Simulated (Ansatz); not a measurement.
# Zr3MoC (Pm-3m) in Ansatz: band structure with PBE

Aim: the band structure of Zr3MoC with PBE.

Everything below comes from runs of Ansatz 0.2.0. Logs are shortened: lines on timing, memory, paths and dates and some standing lists are left out, and cuts for length are marked.

## 1. The structure

It takes space group Pm-3m (No. 221, cubic). The conventional cell has a = 4.943 Å, b = 4.943 Å, c = 4.943 Å, α = 90.00°, β = 90.00°, γ = 90.00°. Zr (site symmetry 4/mmm) has 2 Mo at 2.47 Å as nearest neighbours. Mo (site symmetry m-3m) has 6 Zr at 2.47 Å as nearest neighbours. C (site symmetry m-3m) is surrounded by 12 Zr at 3.49 Å.

The cell was built by a generator and needn't be a form met in nature.

## 2. Band structure, PBE

The input, input.yaml:

```yaml
crystal:
  lattice:
    - [4.94251, 0.0, 0.0]
    - [0.0, 4.94251, 0.0]
    - [0.0, 0.0, 4.94251]
  atoms:
    - { symbol: Zr, position: [0.5, 0.0, 0.0] }
    - { symbol: Zr, position: [0.0, 0.5, 0.0] }
    - { symbol: Zr, position: [0.0, 0.0, 0.5] }
    - { symbol: Mo, position: [0.0, 0.0, 0.0] }
    - { symbol: C, position: [0.5, 0.5, 0.5] }
hamiltonian:
  xc: pbe
  pseudopotentials: { kind: paw }
kpoints:
  mp_grid: { grid: [5, 5, 5] }
  band_path:
    path:
      - [[0.0, 0.0, 0.0], [0.0, 0.5, 0.0], [0.5, 0.5, 0.0], [0.0, 0.0, 0.0], [0.5, 0.5, 0.5], [0.0, 0.5, 0.0]]
      - [[0.5, 0.5, 0.0], [0.5, 0.5, 0.5]]
    npoints: 14
scf:
  occupations: { method: fermi_dirac, width: 0.05 }
  n_extra_bands: 12
output:
  forces: true
  stress: true
  eigenvalues: true
  fatbands: false
```

Potentials or basis: Ansatz PAW.

Started as:

```sh
> ansatz run input.yaml --threads 2 --pin off --max-ram 5632MiB --backend cpu --events-out ev --progress --plain --runs-dir out
```

Log:

```text
Warning: RAYON_NUM_THREADS=2 ignored (pool sized by the plan → 2); use --threads N
scf.n_extra_bands = 12 over 27 filled bands (N_el = 54.0): the run solves 39 bands
Engine: ansatz 0.2.0, x86_64-unknown-linux-gnu
Pseudopotentials: kind: paw
Pseudopotential: Zr, paw, valence charge 12, recommended cutoff 420 eV (normal), Zr.paw.azcp
Pseudopotential: Mo, paw, valence charge 14, recommended cutoff 420 eV (normal), Mo.paw.azcp
Pseudopotential: C, paw, valence charge 4, recommended cutoff 420 eV (normal), C.paw.azcp
Functional definition: PBE
  parameter kappa = 0.804
  parameter beta = 0.06672455060314922
  exchange = pbe_x(kappa = kappa, mu = beta*pi^2/3)
  correlation = pbe_c(beta = beta)
Crystal: 5 atoms, lattice volume = 120.738 Å³
Basis set: ecut = 420 eV, 2373 PW (Γ), exchange–correlation on 72×72×72 points (8 copies of the dense FFT grid, shifted against one another)
Bands: 39, of which v1, the nominal top of the filled ones, is band 27 counted from 1 (26 counted from 0)
Symmetry: 48 space group operations
Space group: Pm-3m (ITA 221), of the structure as read, at distance tolerance 4.9e-5 Å
k-points: 10 of 125
Non-local potential: Zr, projectors of the file, l = 0: 3, l = 1: 2, l = 2: 2, l = 3: 2
Non-local potential: Mo, projectors of the file, l = 0: 3, l = 1: 2, l = 2: 2, l = 3: 1
Non-local potential: C, projectors of the file, l = 0: 2, l = 1: 2, l = 2: 1
PAW form: soft (Blöchl's): semilocal exchange-correlation on the pseudo side does not see the compensation charge
PAW one-centre angular grid: Zr, 590 points (default); XC on 64 Gauss nodes
PAW one-centre angular grid: Mo, 590 points (default); XC on 64 Gauss nodes
PAW one-centre angular grid: C, 110 points (default); XC on 64 Gauss nodes
Initial density: superposition of atomic densities (neutral atoms: chi_scale 0, normalization atom), corrected by the library's trained network
Initial wavefunctions: pseudopotential atomic-orbital guess
Functional: x = pbe(κ = 0.804, μ = 0.2195149727645171), c = pbe(β = 0.06672455060314922)
SCF iter   1: F=—  HF=-17749.121731 eV  |F-HF|=—  |Δ(HF+E_count)|=         —  Δρ=1.23e-2  dr2=4.62e-1  ethr=1.77e-3  ⟨swp⟩=4.5  Hψ=1316  notcnv=0  defer=11
preconditioner: auto → Kerker (q_TF=auto, 2.386 Å⁻¹)  [metal: Δε(μ)=0.078 eV  Ē_g=4.484 eV  σ=0.050 eV  W_gap=0.37  n_scr=26 (ndim 8)  ℏωp=15.9 eV  f_vac=0.000  D(μ)=7.38/eV (n_scr^D=80)]
SCF iter   2: F=—  HF=-17749.091401 eV  |F-HF|=—  |Δ(HF+E_count)|=   3.03e-2  Δρ=6.16e-3  dr2=1.22e-1  ethr=8.56e-4  ⟨swp⟩=1.0  Hψ=470  notcnv=0  defer=18
SCF iter   3: F=—  HF=-17749.080286 eV  |F-HF|=—  |Δ(HF+E_count)|=   1.11e-2  Δρ=7.87e-4  dr2=6.07e-4  ethr=2.26e-4  ⟨swp⟩=2.0  Hψ=459  notcnv=0  defer=23
SCF iter   4: F=—  HF=-17749.080338 eV  |F-HF|=—  |Δ(HF+E_count)|=   5.18e-5  Δρ=1.83e-4  dr2=8.67e-5  ethr=1.12e-6  ⟨swp⟩=2.0  Hψ=536  notcnv=0  defer=24
SCF iter   5: F=—  HF=-17749.080326 eV  |F-HF|=—  |Δ(HF+E_count)|=   1.15e-5  Δρ=4.97e-5  dr2=3.17e-6  ethr=1.61e-7  ⟨swp⟩=1.3  Hψ=392  notcnv=0  defer=24
SCF iter   6: F=—  HF=-17749.080327 eV  |F-HF|=—  |Δ(HF+E_count)|=   1.17e-6  Δρ=1.26e-5  dr2=2.28e-7  ethr=5.86e-9  ⟨swp⟩=2.0  Hψ=455  notcnv=0  defer=24
SCF iter   7: F=-17749.080327 eV  HF=-17749.080327 eV  |F-HF|=2.04e-9  |Δ(HF+E_count)|=   7.43e-8  Δρ=2.30e-6  dr2=9.60e-9  ethr=1.85e-10  ⟨swp⟩=8.7  Hψ=1476  notcnv=0
SCF 1 converged in 7 iterations: F = -17749.080327 eV  dr2 = 9.60e-9
NSCF: frozen V_eff on 86 k-points
SCF converged after 7 iterations
Free energy (F): -17749.080327 eV
Harris-Foulkes:  -17749.080327 eV  (|F-HF|=2.04e-9)
Internal energy: -17749.017089 eV  (E = F + TS)
E sigma→0 (E₀):  -17749.048708 eV
Entropy (-TS):   -0.063238 eV (-12.648 meV/atom)
Fermi energy:    10.409709 eV
--- Per-component energies (eV) ---
  E_band       = -600.574847
  E_kinetic    = 1519.622711
  E_local      = -4514.006674  (includes V_loc(G=0)·N_el)
  E_nonlocal   = 420.449089
  E_hartree    = 1610.257710
  E_xc         = -710.133372
  E_vxc        = -852.867228  (∫ρ·V_xc dr)
  E_paw        = -12164.219940  (= ΣΔE_a)
  E_vpaw       = -394.293163  (= ΣTr[D̂ρ^β])
  E_aug_tail   = 0.000132  (compensation charges beyond the density's cutoff)
  E_ewald      = -3910.986745
  E_smearing   = -0.063238  (= −TS)
  E_closure    = -0.000000  (closes the sum)
  Σ components = -17749.080327   (vs F -17749.080327, Δ=0.00e0)
--- Forces (eV/Å), atoms counted from 1 ---
  atom   1  Zr     0.00000000    -0.00000000    -0.00000000
  atom   2  Zr     0.00000000     0.00000000    -0.00000000
  atom   3  Zr     0.00000000    -0.00000000     0.00000000
  atom   4  Mo    -0.00000000     0.00000000     0.00000000
  atom   5  C      0.00000000    -0.00000000    -0.00000000
  max |Σ_I F_I| component: 3.58e-29 eV/Å
--- Stress (GPa, compression-positive) ---
        0.779654       0.000000      -0.000000
        0.000000       0.779654       0.000000
        0.000000       0.000000       0.779654
  P = ⅓ Tr σ = 0.7797 GPa (7.797 kbar)
--- Band table (eV; the first three rows and the last of 10) ---
  k-point 0: bands = ["-49.3427", "-38.7530", "-38.7306", "-38.7306", "-23.9223", "-23.9223", "-23.9223", "-16.8195", "-16.8195", "-16.8195", "-16.7795", "-16.7795", "-16.7795", "-16.4475", "-16.4475", "-16.4475", "1.9608", "6.6280", "6.6551", "6.6551", "6.6551", "7.3726", "7.3726", "9.5602", "9.5602", "9.9384", "9.9821", "9.9821", "9.9821", "12.1860", "12.1860", "12.1860", "14.0568", "14.1821", "14.1821", "14.1821", "14.4365", "14.4365", "14.4365"]
  k-point 1: bands = ["-49.3420", "-38.7536", "-38.7365", "-38.7306", "-23.9213", "-23.9213", "-23.8448", "-16.8220", "-16.8169", "-16.8169", "-16.7845", "-16.7845", "-16.7807", "-16.5926", "-16.4496", "-16.4496", "2.0319", "6.6860", "6.6877", "6.9071", "6.9071", "7.3993", "7.8991", "8.9084", "9.8130", "9.8863", "9.8863", "10.0376", "10.8844", "12.0292", "12.3176", "12.3176", "12.8186", "12.8186", "13.6005", "13.6931", "14.1831", "14.9888", "14.9888"]
  k-point 2: bands = ["-49.3410", "-38.7561", "-38.7445", "-38.7306", "-23.9196", "-23.9196", "-23.7140", "-16.8534", "-16.8095", "-16.8095", "-16.8028", "-16.7957", "-16.7957", "-16.7827", "-16.4529", "-16.4529", "2.1535", "6.5680", "6.7425", "7.4156", "7.4156", "7.4392", "8.4205", "9.4787", "9.9570", "9.9570", "10.4281", "10.5772", "10.9529", "10.9529", "11.3267", "11.7884", "12.6204", "12.8432", "13.0828", "13.0828", "14.1847", "14.2538", "15.0275"]
  k-point 9: bands = ["-49.3375", "-38.7563", "-38.7542", "-38.7542", "-23.7091", "-23.7087", "-23.7087", "-16.9743", "-16.9198", "-16.9184", "-16.9184", "-16.7778", "-16.7778", "-16.6949", "-16.6949", "-16.6932", "2.2391", "8.0843", "8.4063", "8.4063", "8.5761", "8.5964", "8.5964", "10.1030", "10.1224", "10.1224", "10.3486", "10.3486", "10.7754", "10.9764", "11.3627", "11.3627", "11.5016", "12.4434", "12.8374", "12.8374", "13.0225", "13.0225", "13.8583"]
```

It took 4.4 s on 2 threads of AMD EPYC 7R43 (Zen 3), shared host; peak memory 0.53 GiB.

Results:

* Free energy: -17749.0803 eV
* Pressure: 0.8 GPa
* Band gap on the k mesh: none (metal or under the smearing width)

Levels at the corners of the path, in eV from the Fermi level:
| point | band 24 | band 25 | band 26 | band 27 | band 28 | band 29 | band 30 | band 31 |
| --- | --- | --- | --- | --- | --- | --- | --- | --- |
| Γ | -0.85 | -0.85 | -0.47 | -0.43 | -0.43 | -0.43 | 1.78 | 1.78 |
| X | -0.43 | -0.28 | -0.28 | -0.02 | 0.13 | 0.13 | 0.19 | 1.34 |
| M | -1.22 | -0.55 | -0.27 | -0.27 | -0.16 | 0.37 | 1.47 | 1.47 |
| Γ | -0.85 | -0.85 | -0.47 | -0.43 | -0.43 | -0.43 | 1.78 | 1.78 |
| R | 0.13 | 0.13 | 0.13 | 0.19 | 0.36 | 0.36 | 0.36 | 0.70 |
| X | -0.43 | -0.28 | -0.28 | -0.02 | 0.13 | 0.13 | 0.19 | 1.34 |
| M | -1.22 | -0.55 | -0.27 | -0.27 | -0.16 | 0.37 | 1.47 | 1.47 |
| R | 0.13 | 0.13 | 0.13 | 0.19 | 0.36 | 0.36 | 0.36 | 0.70 |
